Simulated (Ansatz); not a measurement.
Born–Oppenheimer molecular dynamics of a periodic cell of 17 atoms, Mg₈HO₈ (host MgO, host structure Fm-3m, interstitial H), cell charge +1. It starts from a relaxed structure.

Computed with DFT LDA, scalar-relativistic, plane waves, PAW in Ansatz. Settings: PAW set soft_1, cutoff 420 eV, k mesh 2x2x2, fermi-dirac smearing 0.05 eV, no spin polarisation.

```json
{
  "ensemble": "NVT, Nosé–Hoover chain",
  "time step": "0.5 fs",
  "steps asked": "300",
  "set temperature": "1500 K",
  "thermostat": "time constant 200 fs, chain length 5",
  "seed": "586942"
}
```

Frames 0.5 fs apart, positions in Å, forces in eV/Å.

Velocities at 85.0 fs (Å/ps):

```
Mg 6.93 -1.52 3.00
O 1.56 -6.20 -6.01
Mg 5.24 -4.75 -14.04
O -2.03 7.66 4.31
Mg -2.96 0.33 0.48
O -9.92 8.21 -1.84
Mg -4.28 -5.45 -0.40
O -2.95 0.87 9.46
Mg 0.72 1.50 0.11
O 2.30 4.01 -9.67
Mg 4.91 0.94 -8.20
O 2.42 3.21 7.30
Mg -1.89 2.76 10.20
O 5.37 -0.13 1.78
Mg -0.84 -1.14 1.48
O -7.01 -5.92 3.81
H -26.04 -9.04 32.54
```

```xyz
17
Lattice="0.0000 3.9260 3.9260 3.9260 0.0000 3.9260 3.9260 3.9260 0.0000" Properties=species:S:1:pos:R:3:forces:R:3 time_fs=85.0 energy_less_start_eV=1.804 T=695
Mg 0.006 -0.076 0.070 -0.66 2.47 -0.83
O 2.054 1.985 2.079 -1.65 -0.66 -1.34
Mg 2.010 1.976 0.029 -1.32 -0.25 0.06
O 3.847 3.912 1.929 -1.36 -0.27 1.21
Mg 1.675 0.068 1.802 3.50 0.41 2.18
O 4.030 1.945 3.965 -0.56 -0.74 0.75
Mg 3.978 2.021 2.050 -1.01 -1.35 0.20
O 5.847 3.989 3.832 0.06 -1.08 0.07
Mg 0.060 1.808 2.154 0.46 0.78 -2.29
O 1.941 3.791 3.913 -0.36 2.97 -0.83
Mg 1.896 3.902 1.844 0.75 -0.24 1.38
O 3.861 5.915 4.034 1.15 -1.44 -0.51
Mg 1.971 1.993 4.056 0.83 -2.06 -2.65
O 3.866 3.871 5.877 0.89 0.78 0.00
Mg 3.832 3.846 3.919 0.87 0.42 -0.10
O 5.953 5.877 5.859 -0.35 0.53 2.31
H 7.126 7.268 6.321 -1.25 -0.29 0.39
17
Lattice="0.0000 3.9260 3.9260 3.9260 0.0000 3.9260 3.9260 3.9260 0.0000" Properties=species:S:1:pos:R:3:forces:R:3 time_fs=85.5 energy_less_start_eV=1.796 T=700
Mg 0.010 -0.077 0.072 -0.68 2.54 -0.85
O 2.054 1.982 2.076 -1.68 -0.62 -1.29
Mg 2.013 1.974 0.022 -1.43 -0.24 0.18
O 3.846 3.916 1.931 -1.32 -0.37 1.17
Mg 1.673 0.069 1.802 3.53 0.43 2.11
O 4.025 1.949 3.964 -0.47 -0.82 0.77
Mg 3.976 2.018 2.050 -1.03 -1.29 0.24
O 5.845 3.990 3.837 0.11 -1.09 -0.06
Mg 0.060 1.808 2.154 0.49 0.87 -2.28
O 1.942 3.793 3.909 -0.39 2.93 -0.72
Mg 1.899 3.903 1.840 0.70 -0.33 1.46
O 3.863 5.917 4.037 1.14 -1.46 -0.58
Mg 1.970 1.994 4.061 0.85 -2.04 -2.79
O 3.868 3.871 5.878 0.19 0.24 0.44
Mg 3.832 3.846 3.920 0.88 0.44 -0.08
O 5.949 5.874 5.861 -0.30 0.61 2.32
H 7.112 7.263 6.338 -0.59 0.21 -0.04
17
Lattice="0.0000 3.9260 3.9260 3.9260 0.0000 3.9260 3.9260 3.9260 0.0000" Properties=species:S:1:pos:R:3:forces:R:3 time_fs=86.0 energy_less_start_eV=1.803 T=698
Mg 0.013 -0.077 0.073 -0.70 2.59 -0.87
O 2.055 1.979 2.072 -1.70 -0.58 -1.24
Mg 2.015 1.971 0.015 -1.54 -0.24 0.30
O 3.845 3.920 1.934 -1.27 -0.46 1.12
Mg 1.673 0.069 1.803 3.53 0.46 2.04
O 4.020 1.953 3.963 -0.38 -0.91 0.79
Mg 3.974 2.015 2.050 -1.06 -1.24 0.28
O 5.844 3.990 3.841 0.16 -1.10 -0.19
Mg 0.061 1.809 2.153 0.52 0.97 -2.27
O 1.943 3.796 3.904 -0.42 2.87 -0.61
Mg 1.901 3.903 1.836 0.65 -0.42 1.54
O 3.864 5.918 4.041 1.14 -1.47 -0.66
Mg 1.969 1.996 4.066 0.87 -2.01 -2.92
O 3.871 3.871 5.878 -0.44 -0.22 0.83
Mg 3.831 3.845 3.920 0.88 0.46 -0.06
O 5.946 5.872 5.863 -0.25 0.70 2.32
H 7.096 7.259 6.355 0.00 0.61 -0.40
17
Lattice="0.0000 3.9260 3.9260 3.9260 0.0000 3.9260 3.9260 3.9260 0.0000" Properties=species:S:1:pos:R:3:forces:R:3 time_fs=86.5 energy_less_start_eV=1.821 T=690
Mg 0.016 -0.078 0.075 -0.72 2.62 -0.89
O 2.055 1.976 2.069 -1.72 -0.54 -1.19
Mg 2.017 1.969 0.008 -1.63 -0.23 0.43
O 3.843 3.923 1.936 -1.21 -0.56 1.06
Mg 1.672 0.069 1.804 3.52 0.48 1.97
O 4.015 1.956 3.963 -0.30 -0.98 0.80
Mg 3.972 2.012 2.050 -1.07 -1.19 0.31
O 5.842 3.990 3.846 0.21 -1.11 -0.32
Mg 0.061 1.810 2.153 0.55 1.07 -2.26
O 1.944 3.799 3.898 -0.44 2.79 -0.50
Mg 1.904 3.904 1.832 0.60 -0.51 1.62
O 3.866 5.919 4.045 1.13 -1.47 -0.73
Mg 1.968 1.996 4.070 0.88 -1.96 -3.03
O 3.874 3.871 5.880 -0.94 -0.57 1.15
Mg 3.831 3.845 3.921 0.88 0.48 -0.05
O 5.942 5.869 5.866 -0.21 0.78 2.29
H 7.080 7.256 6.370 0.48 0.91 -0.69
17
Lattice="0.0000 3.9260 3.9260 3.9260 0.0000 3.9260 3.9260 3.9260 0.0000" Properties=species:S:1:pos:R:3:forces:R:3 time_fs=87.0 energy_less_start_eV=1.842 T=681
Mg 0.019 -0.077 0.076 -0.74 2.65 -0.90
O 2.055 1.972 2.065 -1.74 -0.49 -1.14
Mg 2.019 1.966 0.001 -1.71 -0.23 0.55
O 3.842 3.927 1.939 -1.13 -0.65 1.01
Mg 1.672 0.069 1.804 3.48 0.49 1.89
O 4.009 1.960 3.962 -0.22 -1.06 0.82
Mg 3.969 2.009 2.050 -1.08 -1.13 0.34
O 5.841 3.990 3.851 0.25 -1.12 -0.45
Mg 0.062 1.811 2.152 0.56 1.17 -2.24
O 1.945 3.802 3.893 -0.47 2.70 -0.38
Mg 1.907 3.904 1.829 0.55 -0.60 1.71
O 3.868 5.920 4.048 1.12 -1.47 -0.80
Mg 1.968 1.997 4.074 0.89 -1.91 -3.12
O 3.877 3.871 5.881 -1.33 -0.82 1.38
Mg 3.831 3.844 3.922 0.88 0.51 -0.03
O 5.938 5.866 5.869 -0.16 0.85 2.25
H 7.065 7.255 6.385 0.85 1.09 -0.89
17
Lattice="0.0000 3.9260 3.9260 3.9260 0.0000 3.9260 3.9260 3.9260 0.0000" Properties=species:S:1:pos:R:3:forces:R:3 time_fs=87.5 energy_less_start_eV=1.860 T=673
Mg 0.023 -0.077 0.077 -0.76 2.66 -0.90
O 2.054 1.969 2.061 -1.75 -0.44 -1.09
Mg 2.021 1.964 -0.006 -1.77 -0.22 0.68
O 3.840 3.930 1.942 -1.04 -0.74 0.94
Mg 1.672 0.070 1.806 3.42 0.49 1.80
O 4.004 1.964 3.962 -0.15 -1.13 0.83
Mg 3.966 2.006 2.049 -1.09 -1.06 0.37
O 5.840 3.989 3.855 0.30 -1.13 -0.58
Mg 0.063 1.812 2.151 0.56 1.26 -2.21
O 1.946 3.806 3.888 -0.49 2.60 -0.26
Mg 1.909 3.904 1.825 0.50 -0.67 1.79
O 3.869 5.920 4.051 1.10 -1.45 -0.87
Mg 1.967 1.998 4.078 0.90 -1.85 -3.20
O 3.879 3.871 5.882 -1.61 -0.99 1.54
Mg 3.831 3.844 3.922 0.87 0.53 -0.02
O 5.935 5.864 5.873 -0.12 0.93 2.19
H 7.052 7.257 6.396 1.12 1.19 -1.02
17
Lattice="0.0000 3.9260 3.9260 3.9260 0.0000 3.9260 3.9260 3.9260 0.0000" Properties=species:S:1:pos:R:3:forces:R:3 time_fs=88.0 energy_less_start_eV=1.869 T=669
Mg 0.026 -0.076 0.078 -0.78 2.65 -0.89
O 2.054 1.965 2.057 -1.75 -0.39 -1.03
Mg 2.023 1.961 -0.013 -1.83 -0.20 0.80
O 3.838 3.934 1.945 -0.94 -0.82 0.88
Mg 1.672 0.070 1.807 3.34 0.49 1.72
O 3.999 1.967 3.962 -0.08 -1.20 0.84
Mg 3.964 2.002 2.049 -1.09 -1.00 0.39
O 5.838 3.989 3.860 0.35 -1.13 -0.71
Mg 0.063 1.814 2.150 0.55 1.35 -2.17
O 1.946 3.811 3.883 -0.51 2.49 -0.14
Mg 1.912 3.904 1.822 0.45 -0.74 1.87
O 3.872 5.921 4.054 1.09 -1.44 -0.93
Mg 1.967 1.998 4.081 0.90 -1.78 -3.25
O 3.881 3.871 5.884 -1.80 -1.08 1.63
Mg 3.831 3.844 3.923 0.87 0.56 -0.01
O 5.931 5.861 5.877 -0.08 1.00 2.10
H 7.042 7.261 6.406 1.32 1.23 -1.08
17
Lattice="0.0000 3.9260 3.9260 3.9260 0.0000 3.9260 3.9260 3.9260 0.0000" Properties=species:S:1:pos:R:3:forces:R:3 time_fs=88.5 energy_less_start_eV=1.865 T=672
Mg 0.029 -0.075 0.079 -0.80 2.63 -0.86
O 2.053 1.961 2.053 -1.75 -0.34 -0.98
Mg 2.025 1.959 -0.020 -1.86 -0.18 0.91
O 3.836 3.937 1.948 -0.83 -0.90 0.81
Mg 1.673 0.071 1.808 3.23 0.47 1.65
O 3.994 1.970 3.961 -0.02 -1.26 0.84
Mg 3.961 1.999 2.049 -1.08 -0.92 0.40
O 5.837 3.988 3.864 0.40 -1.13 -0.84
Mg 0.064 1.815 2.148 0.53 1.42 -2.13
O 1.947 3.815 3.877 -0.53 2.37 -0.03
Mg 1.915 3.905 1.819 0.40 -0.80 1.95
O 3.874 5.921 4.057 1.06 -1.41 -0.99
Mg 1.966 1.998 4.085 0.89 -1.70 -3.29
O 3.883 3.870 5.886 -1.91 -1.11 1.67
Mg 3.831 3.843 3.924 0.86 0.60 -0.01
O 5.927 5.859 5.881 -0.05 1.06 1.99
H 7.035 7.269 6.413 1.45 1.21 -1.10
17
Lattice="0.0000 3.9260 3.9260 3.9260 0.0000 3.9260 3.9260 3.9260 0.0000" Properties=species:S:1:pos:R:3:forces:R:3 time_fs=89.0 energy_less_start_eV=1.846 T=682
Mg 0.032 -0.074 0.080 -0.82 2.60 -0.82
O 2.052 1.958 2.049 -1.74 -0.29 -0.93
Mg 2.026 1.956 -0.026 -1.89 -0.15 1.03
O 3.833 3.940 1.952 -0.71 -0.98 0.73
Mg 1.674 0.071 1.810 3.11 0.44 1.57
O 3.988 1.973 3.961 0.04 -1.32 0.85
Mg 3.958 1.995 2.049 -1.06 -0.84 0.42
O 5.836 3.987 3.869 0.44 -1.12 -0.96
Mg 0.065 1.817 2.147 0.50 1.47 -2.08
O 1.948 3.821 3.872 -0.54 2.23 0.09
Mg 1.918 3.905 1.816 0.36 -0.85 2.02
O 3.876 5.921 4.060 1.04 -1.38 -1.05
Mg 1.966 1.998 4.087 0.88 -1.63 -3.31
O 3.885 3.869 5.888 -1.95 -1.09 1.65
Mg 3.831 3.843 3.925 0.86 0.63 -0.01
O 5.924 5.857 5.885 -0.02 1.12 1.86
H 7.032 7.280 6.417 1.52 1.14 -1.07
17
Lattice="0.0000 3.9260 3.9260 3.9260 0.0000 3.9260 3.9260 3.9260 0.0000" Properties=species:S:1:pos:R:3:forces:R:3 time_fs=89.5 energy_less_start_eV=1.814 T=698
Mg 0.035 -0.073 0.081 -0.84 2.56 -0.77
O 2.050 1.954 2.044 -1.73 -0.23 -0.87
Mg 2.027 1.954 -0.033 -1.90 -0.11 1.14
O 3.831 3.943 1.955 -0.59 -1.05 0.65
Mg 1.675 0.072 1.812 2.97 0.40 1.51
O 3.983 1.976 3.962 0.09 -1.37 0.85
Mg 3.955 1.992 2.050 -1.04 -0.75 0.42
O 5.835 3.986 3.873 0.48 -1.11 -1.07
Mg 0.066 1.819 2.145 0.46 1.51 -2.02
O 1.948 3.826 3.867 -0.56 2.09 0.21
Mg 1.921 3.905 1.814 0.32 -0.89 2.09
O 3.879 5.921 4.062 1.01 -1.34 -1.10
Mg 1.966 1.998 4.090 0.86 -1.55 -3.31
O 3.886 3.869 5.891 -1.91 -1.02 1.58
Mg 3.832 3.843 3.925 0.86 0.67 -0.02
O 5.920 5.855 5.890 0.00 1.17 1.70
H 7.032 7.293 6.419 1.51 1.03 -0.99
17
Lattice="0.0000 3.9260 3.9260 3.9260 0.0000 3.9260 3.9260 3.9260 0.0000" Properties=species:S:1:pos:R:3:forces:R:3 time_fs=90.0 energy_less_start_eV=1.770 T=720
Mg 0.037 -0.071 0.081 -0.87 2.51 -0.70
O 2.049 1.950 2.040 -1.70 -0.17 -0.81
Mg 2.028 1.951 -0.039 -1.89 -0.07 1.25
O 3.828 3.946 1.958 -0.46 -1.11 0.57
Mg 1.677 0.072 1.814 2.82 0.34 1.45
O 3.978 1.978 3.962 0.13 -1.42 0.86
Mg 3.952 1.988 2.050 -1.01 -0.66 0.43
O 5.833 3.985 3.877 0.51 -1.09 -1.18
Mg 0.066 1.821 2.143 0.41 1.54 -1.97
O 1.949 3.832 3.861 -0.57 1.93 0.33
Mg 1.924 3.904 1.811 0.28 -0.92 2.15
O 3.882 5.920 4.065 0.98 -1.29 -1.16
Mg 1.966 1.997 4.092 0.84 -1.47 -3.30
O 3.887 3.868 5.893 -1.79 -0.89 1.45
Mg 3.832 3.843 3.926 0.86 0.70 -0.03
O 5.916 5.854 5.895 0.03 1.21 1.53
H 7.036 7.309 6.418 1.42 0.88 -0.87
17
Lattice="0.0000 3.9260 3.9260 3.9260 0.0000 3.9260 3.9260 3.9260 0.0000" Properties=species:S:1:pos:R:3:forces:R:3 time_fs=90.5 energy_less_start_eV=1.721 T=745
Mg 0.040 -0.069 0.082 -0.89 2.44 -0.62
O 2.047 1.946 2.035 -1.68 -0.11 -0.76
Mg 2.029 1.948 -0.046 -1.88 -0.01 1.35
O 3.826 3.949 1.962 -0.32 -1.17 0.49
Mg 1.679 0.073 1.816 2.66 0.26 1.40
O 3.973 1.981 3.962 0.17 -1.46 0.86
Mg 3.949 1.984 2.050 -0.97 -0.56 0.43
O 5.832 3.984 3.880 0.54 -1.07 -1.27
Mg 0.067 1.823 2.141 0.37 1.54 -1.91
O 1.949 3.838 3.856 -0.57 1.77 0.44
Mg 1.927 3.904 1.809 0.24 -0.95 2.21
O 3.885 5.920 4.067 0.94 -1.24 -1.20
Mg 1.966 1.997 4.094 0.81 -1.39 -3.27
O 3.888 3.866 5.896 -1.55 -0.71 1.24
Mg 3.833 3.843 3.927 0.86 0.74 -0.05
O 5.912 5.852 5.900 0.05 1.25 1.33
H 7.043 7.327 6.416 1.22 0.67 -0.68
```

Of the whole run (150 fs, mean temperature of the second half 790 K): The conserved energy stayed within 0.22 meV per atom of its start (net change 0.059 meV per atom), so the integration is sound. The mean temperature of the second half is 47 % below the set value. A run of 0.15 ps of so small a system gives no equilibrium averages. Limits of this set-up: coarse k mesh, PAW files made for another functional, charged cell in a uniform background, uncorrected.

The run took 10 min on 1 thread of Arm Neoverse V2 (shared host), peak memory 0.44 GiB.
